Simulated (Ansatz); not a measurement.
# GdIn: how the settings move a relaxation

Aim: see which settings change the result for GdIn, by how much, and at what cost.

Program: Ansatz 0.2.0. Level of theory: reference: DFT, PBEsol, all-electron LAPW, scalar-relativistic. These are calculated values, not measurements.

**1. The structure to begin with**

Symmetry: Pm-3m, No. 221, cubic system. The conventional cell has a = 3.830 Å, b = 3.830 Å, c = 3.830 Å, α = 90.00°, β = 90.00°, γ = 90.00°. Gd (site symmetry m-3m) has 8 In at 3.32 Å as nearest neighbours. In (site symmetry m-3m) is surrounded by 8 Gd at 3.32 Å.

Coordinates:

```
Gd In
1.0
     3.83000    0.00000    0.00000
     0.00000    3.83000    0.00000
     0.00000    0.00000    3.83000
Gd In
1 1
Direct
  0.00000 0.00000 0.00000
  0.50000 0.50000 0.50000
```

**2. Baseline**

input.yaml

```yaml
crystal:
  lattice:
    - [3.83, 0.0, 0.0]
    - [0.0, 3.83, 0.0]
    - [0.0, 0.0, 3.83]
  atoms:
    - { symbol: Gd, position: [0.0, 0.0, 0.0], spin: 7.0 }
    - { symbol: In, position: [0.5, 0.5, 0.5] }
magnetization:
  spin_polarized: true
kpoints:
  mp_grid: { grid: [9, 9, 9] }
scf:
  occupations: { method: fermi_dirac, width: 0.05 }
hamiltonian:
  xc: pbesol
  pseudopotentials: { kind: all_electron, lapw: { basis_error: 0.001 } }
output:
  forces: true
  stress: true
relax:
  f_tol: 0.005
  max_steps: 80
  cell: {}
```

Launch:

```
ansatz run input.yaml --threads 1 --pin off --max-ram 3072MiB --backend cpu --events-out ev --progress --plain --runs-dir out
```

**3. Changed: mp_grid.grid [14, 14, 14], mp_grid.shift [0.5, 0.5, 0.5]**

input.yaml: that of step 2 with these lines changed.

```diff
@@ -11,3 +11,3 @@
 kpoints:
-  mp_grid: { grid: [9, 9, 9] }
+  mp_grid: { grid: [14, 14, 14], shift: [0.5, 0.5, 0.5] }
 scf:
```

**4. Changed: mp_grid.grid [11, 11, 11], occupations.method tetrahedron, width left out**

input.yaml: that of step 2 with these lines changed.

```diff
@@ -11,5 +11,5 @@
 kpoints:
-  mp_grid: { grid: [9, 9, 9] }
+  mp_grid: { grid: [11, 11, 11] }
 scf:
-  occupations: { method: fermi_dirac, width: 0.05 }
+  occupations: { method: tetrahedron }
 hamiltonian:
```

What does the calculation give? Wanted: for each run, ending; energy change; pressure; abs. moment; force.

**Answer**, as computed:

```
                                                                         run     ending        energy change  pressure (GPa)  abs. moment (μB)  force (eV/Å)  cycles     time
                                                                   reference  converged                    0             0.0              7.27          0.00      48  2.4 min
                 1: mp_grid.grid [14, 14, 14], mp_grid.shift [0.5, 0.5, 0.5]  converged        +1.0 meV/atom             0.0              7.24          0.00      50  5.4 min
2: mp_grid.grid [11, 11, 11], occupations.method tetrahedron, width left out  converged  +0.6 meV/atom (σ→0)             0.0              7.22          0.00      44  3.1 min
```

What this shows: No change moves the result by more than the table shows.
